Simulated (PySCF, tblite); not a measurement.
# C₇H₁₄Ge: infrared bands, NMR shifts, electronic excitations and core binding energies at several levels of theory, part 3 of 3

tblite 0.8.0 and PySCF 2.14.0. Atoms count from 0. Earlier steps stand in the parts before.

## Step 8: Core-electron binding energies: SCAN, X2C

What the job is given:

```
{"job": {"kind": "xps"}, "charge": 0, "multiplicity": 1}
Ge    -2.737257     1.103933     0.020816
C     -2.004519    -0.649073    -0.386470
C     -1.571650    -1.599445     0.701981
C     -0.546838    -1.002876    -0.211750
C      0.456286    -0.007753     0.291125
C      1.173077     0.918163    -0.716570
C      2.456768     0.767330     0.120358
C      1.847342    -0.502007     0.744752
H     -2.284404     2.153326    -1.014251
H     -4.277125     1.029619    -0.000157
H     -2.293108     1.566914     1.422366
H     -2.492956    -1.116557    -1.248284
H     -1.820964    -2.658532     0.594104
H     -1.592540    -1.243259     1.737470
H     -0.143308    -1.675439    -0.979141
H      0.006503     0.599559     1.094775
H      1.269510     0.423091    -1.696444
H      0.762071     1.926588    -0.877527
H      2.552430     1.575774     0.861711
H      3.413855     0.672837    -0.413111
H      2.139353    -1.406021     0.185920
H      2.007014    -0.691148     1.817102
```

With the program's defaults for keys left out, this is: delta-SCF UKS SCAN, pcX-2 on the ionised atom, pcseg-1 elsewhere, spin-free X2C.

Standard output:

```text
ground state, core basis on atom 1 (C), 226 functions
  cycle   1  E = -2368.89153743  |g| = 5.62e-01
  cycle   2  E = -2368.79670567  |g| = 8.09e-01
  cycle   3  E = -2368.97994564  |g| = 7.51e-02
  cycle   4  E = -2368.98108041  |g| = 4.05e-02
  cycle   5  E = -2368.98148636  |g| = 1.11e-02
  cycle   6  E = -2368.98151589  |g| = 2.28e-03
  cycle   7  E = -2368.98151614  |g| = 1.22e-03
  cycle   8  E = -2368.98151557  |g| = 2.56e-04
  E(ground) = -2369.12994766 Eh
hole in C 1s of atom 1
  cycle   1  E = -2357.72842860  |g| = 1.52e+00
  cycle   2  E = -2356.57862200  |g| = 2.12e+00
  cycle   3  E = -2358.25305310  |g| = 3.95e-01
  cycle   4  E = -2358.30918367  |g| = 1.70e-01
  cycle   5  E = -2358.32191836  |g| = 6.31e-02
  cycle   6  E = -2358.32379356  |g| = 9.17e-03
  cycle   7  E = -2358.32383308  |g| = 5.79e-03
  cycle   8  E = -2358.32385647  |g| = 2.18e-03
  cycle   9  E = -2358.32385908  |g| = 1.17e-03
  cycle  10  E = -2358.32385848  |g| = 4.10e-04
  E(ion) = -2358.47069518 Eh   <S^2> = 0.7726   hole on atom = 1.000   binding energy = 290.053 eV
ground state, core basis on atom 2 (C), 226 functions
  cycle   1  E = -2368.98042420  |g| = 5.72e-02
  cycle   2  E = -2368.98036502  |g| = 2.19e-02
  cycle   3  E = -2368.98032117  |g| = 2.53e-02
  cycle   4  E = -2368.98048408  |g| = 1.50e-03
  cycle   5  E = -2368.98048517  |g| = 4.11e-04
  E(ground) = -2369.12880624 Eh
hole in C 1s of atom 2
  cycle   1  E = -2357.73112261  |g| = 1.52e+00
  cycle   2  E = -2356.81320207  |g| = 1.98e+00
  cycle   3  E = -2358.24925626  |g| = 3.70e-01
  cycle   4  E = -2358.29696050  |g| = 1.62e-01
  cycle   5  E = -2358.30913560  |g| = 5.83e-02
  cycle   6  E = -2358.31066821  |g| = 1.09e-02
  cycle   7  E = -2358.31072857  |g| = 6.83e-03
  cycle   8  E = -2358.31075818  |g| = 2.96e-03
  cycle   9  E = -2358.31076630  |g| = 1.37e-03
  cycle  10  E = -2358.31076785  |g| = 4.59e-04
  E(ion) = -2358.45802697 Eh   <S^2> = 0.7718   hole on atom = 1.000   binding energy = 290.367 eV
ground state, core basis on atom 3 (C), 226 functions
  cycle   1  E = -2368.98034386  |g| = 5.84e-02
  cycle   2  E = -2368.98027397  |g| = 2.47e-02
  cycle   3  E = -2368.98028351  |g| = 2.35e-02
  cycle   4  E = -2368.98042671  |g| = 2.04e-03
  cycle   5  E = -2368.98042613  |g| = 4.13e-04
  E(ground) = -2369.12888019 Eh
hole in C 1s of atom 3
  cycle   1  E = -2357.72557036  |g| = 1.52e+00
  cycle   2  E = -2356.60772340  |g| = 2.12e+00
  cycle   3  E = -2358.24290141  |g| = 3.90e-01
  cycle   4  E = -2358.29813610  |g| = 1.61e-01
  cycle   5  E = -2358.30955245  |g| = 5.87e-02
  cycle   6  E = -2358.31108839  |g| = 9.81e-03
  cycle   7  E = -2358.31112876  |g| = 6.72e-03
  cycle   8  E = -2358.31115617  |g| = 2.57e-03
  cycle   9  E = -2358.31115915  |g| = 1.12e-03
  cycle  10  E = -2358.31116100  |g| = 3.76e-04
  E(ion) = -2358.45836810 Eh   <S^2> = 0.7712   hole on atom = 1.000   binding energy = 290.359 eV
ground state, core basis on atom 4 (C), 226 functions
  cycle   1  E = -2368.98068701  |g| = 5.89e-02
  cycle   2  E = -2368.98063978  |g| = 2.36e-02
  cycle   3  E = -2368.98065271  |g| = 2.20e-02
  cycle   4  E = -2368.98077385  |g| = 2.56e-03
  cycle   5  E = -2368.98077677  |g| = 6.17e-04
  cycle   6  E = -2368.98077802  |g| = 6.31e-05
  E(ground) = -2369.12919663 Eh
hole in C 1s of atom 4
  cycle   1  E = -2357.73144064  |g| = 1.52e+00
  cycle   2  E = -2356.63875332  |g| = 2.11e+00
  cycle   3  E = -2358.24860853  |g| = 3.84e-01
  cycle   4  E = -2358.30085521  |g| = 1.63e-01
  cycle   5  E = -2358.31230404  |g| = 6.57e-02
  cycle   6  E = -2358.31428918  |g| = 9.31e-03
  cycle   7  E = -2358.31432468  |g| = 7.25e-03
  cycle   8  E = -2358.31435525  |g| = 2.58e-03
  cycle   9  E = -2358.31435992  |g| = 1.28e-03
  cycle  10  E = -2358.31436166  |g| = 6.25e-04
  cycle  11  E = -2358.31436097  |g| = 1.91e-04
  E(ion) = -2358.46150732 Eh   <S^2> = 0.7725   hole on atom = 1.000   binding energy = 290.283 eV
ground state, core basis on atom 5 (C), 226 functions
  cycle   1  E = -2368.98079654  |g| = 5.86e-02
  cycle   2  E = -2368.98073536  |g| = 2.52e-02
  cycle   3  E = -2368.98076436  |g| = 2.24e-02
  cycle   4  E = -2368.98088788  |g| = 1.79e-03
  cycle   5  E = -2368.98088618  |g| = 3.96e-04
  E(ground) = -2369.12905080 Eh
hole in C 1s of atom 5
  cycle   1  E = -2357.74256846  |g| = 1.51e+00
  cycle   2  E = -2356.82927970  |g| = 1.98e+00
  cycle   3  E = -2358.25741196  |g| = 3.73e-01
  cycle   4  E = -2358.30242603  |g| = 1.77e-01
  cycle   5  E = -2358.31712864  |g| = 5.94e-02
  cycle   6  E = -2358.31870034  |g| = 1.20e-02
  cycle   7  E = -2358.31874453  |g| = 8.48e-03
  cycle   8  E = -2358.31878419  |g| = 2.07e-03
  cycle   9  E = -2358.31878941  |g| = 1.13e-03
  cycle  10  E = -2358.31879005  |g| = 5.86e-04
  cycle  11  E = -2358.31878956  |g| = 1.39e-04
  E(ion) = -2358.46577770 Eh   <S^2> = 0.7702   hole on atom = 1.000   binding energy = 290.162 eV
ground state, core basis on atom 6 (C), 226 functions
  cycle   1  E = -2368.98084427  |g| = 5.87e-02
  cycle   2  E = -2368.98076699  |g| = 2.65e-02
  cycle   3  E = -2368.98081374  |g| = 2.27e-02
  cycle   4  E = -2368.98094180  |g| = 1.23e-03
  cycle   5  E = -2368.98094314  |g| = 3.50e-04
  E(ground) = -2369.12933287 Eh
hole in C 1s of atom 6
  cycle   1  E = -2357.74160875  |g| = 1.51e+00
  cycle   2  E = -2356.86345560  |g| = 1.96e+00
  cycle   3  E = -2358.25499731  |g| = 3.64e-01
  cycle   4  E = -2358.29546081  |g| = 1.82e-01
  cycle   5  E = -2358.31140469  |g| = 6.28e-02
  cycle   6  E = -2358.31327631  |g| = 1.06e-02
  cycle   7  E = -2358.31332199  |g| = 8.05e-03
  cycle   8  E = -2358.31335634  |g| = 2.53e-03
  cycle   9  E = -2358.31336631  |g| = 1.28e-03
  cycle  10  E = -2358.31336435  |g| = 6.64e-04
  cycle  11  E = -2358.31336496  |g| = 1.80e-04
  E(ion) = -2358.46075346 Eh   <S^2> = 0.7715   hole on atom = 1.000   binding energy = 290.307 eV
ground state, core basis on atom 7 (C), 226 functions
  cycle   1  E = -2368.98034130  |g| = 5.87e-02
  cycle   2  E = -2368.98026650  |g| = 2.64e-02
  cycle   3  E = -2368.98031430  |g| = 2.26e-02
  cycle   4  E = -2368.98043691  |g| = 1.18e-03
  cycle   5  E = -2368.98043802  |g| = 3.53e-04
  E(ground) = -2369.12902453 Eh
hole in C 1s of atom 7
  cycle   1  E = -2357.74114880  |g| = 1.51e+00
  cycle   2  E = -2356.84155017  |g| = 1.97e+00
  cycle   3  E = -2358.25423795  |g| = 3.77e-01
  cycle   4  E = -2358.29507683  |g| = 2.02e-01
  cycle   5  E = -2358.31524016  |g| = 6.26e-02
  cycle   6  E = -2358.31703858  |g| = 1.18e-02
  cycle   7  E = -2358.31709618  |g| = 6.94e-03
  cycle   8  E = -2358.31713303  |g| = 1.97e-03
  cycle   9  E = -2358.31713449  |g| = 1.13e-03
  cycle  10  E = -2358.31713638  |g| = 5.71e-04
  cycle  11  E = -2358.31713729  |g| = 1.85e-04
  E(ion) = -2358.46482994 Eh   <S^2> = 0.7712   hole on atom = 1.000   binding energy = 290.188 eV
```

Wall time 4.4 min (1 thread of Arm Neoverse N1, shared host); peak memory 0.7 GiB.

Binding energies by hole, beside the orbital energy of the ground state; the difference holds orbital relaxation and, for a density functional, its self-interaction error:

| hole | stands for | environment | ΔSCF (eV) | −ε (eV) | ⟨S²⟩ |
| --- | --- | --- | --- | --- | --- |
| C1s on C1 | C1 | three-membered-ring carbon | 290.05 | 273.9 | 0.773 |
| C1s on C2 | C2 | three-membered-ring carbon | 290.37 | 273.8 | 0.772 |
| C1s on C3 | C3 | three-membered-ring carbon | 290.36 | 273.9 | 0.771 |
| C1s on C4 | C4 | sp3 CH in a ring | 290.28 | 273.8 | 0.773 |
| C1s on C5 | C5 | sp3 CH2 in a ring | 290.16 | 273.5 | 0.770 |
| C1s on C6 | C6 | sp3 CH2 in a ring | 290.31 | 273.5 | 0.772 |
| C1s on C7 | C7 | sp3 CH2 in a ring | 290.19 | 273.5 | 0.771 |

## Step 9: Shielding tensors: PBE0/pcSseg-1 in acetone

Same as in step 8 but for these lines:

```diff
@@ -1,2 +1,2 @@
-{"job": {"kind": "xps"}, "charge": 0, "multiplicity": 1}
+{"job": {"kind": "nmr", "xc": "PBE0", "basis": "pcSseg-1", "solvent": "acetone", "pop": true}, "charge": 0, "multiplicity": 1}
 Ge    -2.737257     1.103933     0.020816
```

Method: GIAO PBE0/pcSseg-1 NMR shielding, non-relativistic, IEF-PCM acetone.

Standard output:

```text
coarse grid: 78288 points
cycle   1  E = -2351.1844161459  dE =  2.378e-01  |g| = 9.032e-01  |ddm| = 4.207e+00
cycle   2  E = -2351.1605762709  dE =  2.384e-02  |g| = 9.156e-01  |ddm| = 1.035e+00
cycle   3  E = -2351.2593302080  dE = -9.875e-02  |g| = 8.490e-02  |ddm| = 6.478e-01
cycle   4  E = -2351.2605756950  dE = -1.245e-03  |g| = 2.648e-02  |ddm| = 9.474e-02
cycle   5  E = -2351.2607342432  dE = -1.585e-04  |g| = 6.207e-03  |ddm| = 3.016e-02
cycle   6  E = -2351.2607431037  dE = -8.861e-06  |g| = 1.146e-03  |ddm| = 6.986e-03
final grid: 166704 points
cycle   7  E = -2351.2606186262  dE = -4.606e-08  |g| = 1.336e-03  |ddm| = 4.468e-03
cycle   8  E = -2351.2606183433  dE =  2.829e-07  |g| = 1.707e-03  |ddm| = 2.606e-03
cycle   9  E = -2351.2606190585  dE = -7.152e-07  |g| = 9.336e-05  |ddm| = 1.489e-03
cycle  10  E = -2351.2606190604  dE = -1.916e-09  |g| = 2.176e-05  |ddm| = 9.724e-05
cycle  11  E = -2351.2606190605  dE = -1.173e-10  |g| = 4.403e-06  |ddm| = 2.498e-05
converged SCF energy = -2351.2606190605

GIAO shielding tensors (ppm)
atom      isotropic    diamagn.    paramagn.     s11        s22        s33       span
  0 Ge    1539.173    2755.460   -1216.287   1449.473   1499.295   1668.751    219.278
  1 C      184.689     257.561     -72.873    153.699    179.026    221.341     67.642
  2 C      173.091     255.626     -82.535    146.381    166.312    206.580     60.199
  3 C      161.982     243.538     -81.556    134.882    143.773    207.291     72.409
  4 C      143.422     244.776    -101.354    127.029    139.796    163.440     36.411
  5 C      154.044     248.832     -94.787    138.727    148.745    174.660     35.932
  6 C      164.955     253.448     -88.493    152.775    167.707    174.383     21.608
  7 C      154.505     249.530     -95.024    140.988    147.807    174.721     33.732
  8 H       27.254      28.979      -1.725     20.371     23.612     37.778     17.407
  9 H       27.327      27.588      -0.261     20.865     22.046     39.069     18.204
 10 H       27.663      28.738      -1.075     20.952     24.486     37.552     16.600
 11 H       31.174      31.852      -0.678     23.082     27.700     42.740     19.658
 12 H       30.345      31.110      -0.766     24.718     25.361     40.955     16.237
 13 H       31.111      32.340      -1.229     25.988     28.960     38.385     12.397
 14 H       30.396      32.128      -1.732     23.311     29.020     38.857     15.546
 15 H       29.766      33.430      -3.665     24.914     31.242     33.141      8.227
 16 H       29.474      31.922      -2.448     26.413     29.100     32.909      6.496
 17 H       29.334      31.484      -2.150     24.759     28.419     34.824     10.065
 18 H       29.478      30.542      -1.064     26.280     27.082     35.072      8.792
 19 H       29.629      29.270       0.359     25.482     26.048     37.357     11.875
 20 H       29.503      31.309      -1.806     26.342     28.668     33.498      7.156
 21 H       29.304      30.388      -1.084     25.350     26.704     35.858     10.508
```

It took 96 s on 1 thread of Arm Neoverse N1, shared host; peak memory 1.4 GiB.

This run: δ C4 42.0, C5 31.4, C7 30.9, C3 23.4, H8 3.83, H21 1.94 ppm (means over like atoms).

## Step 10: Run by run: NMR shifts

Shifts (ppm) of some atoms, chosen among heavy atoms and hydrogens apart, with basis size and wall time:

| run | C4 | C5 | C3 | C1 | H14 | H11 | Ge0 | functions | time |
| --- | --- | --- | --- | --- | --- | --- | --- | --- | --- |
| PBE0/pcSseg-1 | 41.4 | 31.0 | 23.0 | 0.3 | 0.71 | -0.08 | -209 | 230 | 87 s |
| wB97X-D/pcSseg-1 | 40.1 | 30.2 | 22.3 | -0.9 | 0.66 | -0.18 | -209 | 230 | 1.9 min |
| PBE0/pcSseg-1 in acetone | 42.0 | 31.4 | 23.4 | 0.7 | 0.84 | 0.07 | -210 | 230 | 96 s |

## Step 11: What came out

What follows sums up all 3 parts.

```
                                                              quantity                                                                           value
                             strongest single infrared mode (GFN2-xTB)                                                           2068 cm⁻¹, 488 km/mol
                                          zero-point energy (GFN2-xTB)                                                                  115.0 kcal/mol
                                                           point group                                                                              C1
                                  rotational constants (main isotopes)                                                            2.60, 0.73, 0.62 GHz
                                13C shifts against TMS (PBE0/pcSseg-1)                                     41.4, 31.0, 30.6, 23.0, 20.2, 12.3, 0.3 ppm
1H shifts against TMS (PBE0/pcSseg-1, means over atoms taken as alike)     3.89, 1.97, 1.96, 1.74, 1.73, 1.69, 1.63, 1.41, 0.86, 0.71, 0.07, -0.08 ppm
                             73Ge shifts against GeMe4 (PBE0/pcSseg-1)                                                                        -209 ppm
                                      lowest singlet (B3LYP/def2-SVPD)                                                     6.94 eV (179 nm), f = 0.027
                              brightest single state of those computed                                                     state 4, 7.38 eV, f = 0.055
                                                        lowest triplet                                                                         6.83 eV
                                     vertical ionisation energy (ΔSCF)                                                                         9.39 eV
                                      C1s binding energies, SCAN/pcX-2  C2 290.37, C3 290.36, C6 290.31, C4 290.28, C7 290.19, C5 290.16, C1 290.05 eV
                                              range of the shift of C4                                                                40.1 to 42.0 ppm
```

In words: Single values in the summary come from the first run of each kind that ended normally (PBE0/pcSseg-1; B3LYP/def2-SVPD; SCAN/pcX-2), which need not be the best level. The optimisation took 154 steps and gained 0.883 eV; among the close pairs (by a distance rule), Ge0–H9 changed most, from 1.581 to 1.496 Å (GFN2-xTB). No mode is imaginary among the 60: a minimum at this level. The strongest single mode, at 2068 cm⁻¹, moves mainly H9 and H8. Unscaled tight-binding wavenumbers are off by several per cent, some by more. Its intensities can rank the bands wrongly. Over 13 steps the energy fell by 0.240 eV; of the close pairs, C6–H19 changed most, 1.056 to 1.100 Å (PBE0/def2-SVP). At PBE0/pcSseg-1: The largest span, 219 ppm, is at Ge0, where the paramagnetic term is -1216 ppm. The lowest singlet, at 6.94 eV, is HOMO→LUMO 0.96 and is weak; of the 10 states computed, the strongest absorption comes from state 4 at 7.38 eV (the last state computed is bright too, and its partners may lie past the list). The lowest triplet lies 0.11 eV below the lowest singlet (triplets in Tamm-Dancoff, singlets in full TDDFT). The orbital energy would give 7.52 eV for ionisation, ΔSCF gives 9.39 eV. Across the 3 runs the shift of C4 moves most, between 40.1 (wB97X-D/pcSseg-1) and 42.0 ppm (PBE0/pcSseg-1 in acetone). Part of that comes from the computed reference. Spin-orbit coupling is left out, which matters for shieldings and couplings at and beside the heavy atoms.
